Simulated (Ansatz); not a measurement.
**C2H3AlF2: a ladder of functionals and wavefunction methods**

An exercise on one series of results from a longer session: the logs are not shown, and one member is left open.

The runs use Ansatz 0.2.0, Gaussian basis; functionals in def2-TZVPP, the program's frozen cores in correlated methods.

Levels to be run: LDA (SPW92), PBE-D4, revPBE-D4, BLYP-D4, r2SCAN-D4, B97M-V, PBE0-D4, B3LYP-D4, r2SCANh-D4, r2SCAN0-D4, HSE06-D4, BHLYP-D4, CAM-B3LYP-D4, LC-ωPBE, ωB97X-V, ωB97M-V, B2PLYP, PBE-QIDH; CCSD(T)/def2-SVP; CCSD(T)/def2-TZVPP; MP2/def2-QZVPP; extrapolation to the limit; RPA on PBE.

## The relaxed structure

All runs share one geometry, relaxed beforehand with PBE0-D4 in a triple-zeta def2 set.

SMILES `F/C=[C](\F)[AlH2]`, 8 atoms, charge 0, spin multiplicity 1.

Atoms are counted from 1 here; the program's logs count them from 0.

Bond lengths: F1–C2 1.328 Å, C2–C3 1.334 Å, C2–H6 1.084 Å, C3–F4 1.351 Å, C3–Al5 1.948 Å, Al5–H7 1.579 Å, Al5–H8 1.583 Å. Angles: F1–C2–C3 123.9°, F1–C2–H6 113.8°, C3–C2–H6 122.3°, C2–C3–F4 118.0°, C2–C3–Al5 120.0°, F4–C3–Al5 122.0°, C3–Al5–H7 120.6°, C3–Al5–H8 115.1°, H7–Al5–H8 124.3°.

Set-up of the first run:

in.yaml reads:

```yaml
crystal:
  periodic: [false, false, false]
  atoms:
    - {symbol: F, position_ang: [1.088623, 0.513941, 2.296348]}
    - {symbol: C, position_ang: [0.446879, 0.568044, 1.135446]}
    - {symbol: C, position_ang: [0.323448, -0.469055, 0.305105]}
    - {symbol: F, position_ang: [0.885228, -1.642457, 0.668886]}
    - {symbol: Al, position_ang: [-0.643590, -0.264870, -1.373574]}
    - {symbol: H, position_ang: [0.024082, 1.541190, 0.913948]}
    - {symbol: H, position_ang: [-0.796848, -1.483715, -2.365776]}
    - {symbol: H, position_ang: [-1.235620, 1.179722, -1.636182]}
basis:
  gaussian: {orbitals: def2-TZVPP}
hamiltonian: {xc: lda}
output: {orbitals: {seedname: orbitals}}
```

Steps of the session up to this table: LDA; PBE-D4 (GGA); revPBE-D4 (GGA); BLYP-D4 (GGA); r2SCAN-D4 (meta-GGA); B97M-V (meta-GGA); PBE0-D4 (hybrid); B3LYP-D4 (hybrid); r2SCANh-D4 (hybrid); r2SCAN0-D4 (hybrid); HSE06-D4 (hybrid); BHLYP-D4 (hybrid); CAM-B3LYP-D4 (range-separated); LC-ωPBE (range-separated); ωB97X-V (range-separated); ωB97M-V (range-separated); B2PLYP (double hybrid); PBE-QIDH (double hybrid).

One table of the session follows, with a row left open; its other results are not shown here.

It belongs to the step «Frontier levels by functional». 

| functional | HOMO (eV) | LUMO (eV) | gap (eV) |
| --- | --- | --- | --- |
| LDA (SPW92) | -6.65 | -2.91 | 3.74 |
| PBE-D4 | -6.43 | -2.65 | 3.78 |
| revPBE-D4 | -6.35 | -2.54 | 3.81 |
| BLYP-D4 | -6.30 | -2.55 | 3.75 |
| r2SCAN-D4 | -6.67 | -2.40 | 4.27 |
| B97M-V | -6.76 | -2.57 | 4.19 |
| PBE0-D4 | ? | ? | ? |
| B3LYP-D4 | -7.46 | -2.12 | 5.34 |
| r2SCANh-D4 | -7.14 | -2.13 | 5.00 |
| r2SCAN0-D4 | -7.85 | -1.75 | 6.10 |
| HSE06-D4 | -7.28 | -2.27 | 5.01 |
| BHLYP-D4 | -8.80 | -1.15 | 7.66 |
| CAM-B3LYP-D4 | -9.03 | -0.99 | 8.03 |
| LC-ωPBE | -10.34 | 0.11 | 10.44 |
| ωB97X-V | -9.98 | 0.01 | 9.99 |
| ωB97M-V | -9.89 | -0.23 | 9.67 |

Q: Estimate the row for PBE0-D4 from the others.

The run gave: HOMO (eV): -7.68; LUMO (eV): -1.90; gap (eV): 5.78. In the column «HOMO (eV)» it lies between r2SCAN0-D4 (-7.85) and B3LYP-D4 (-7.46).
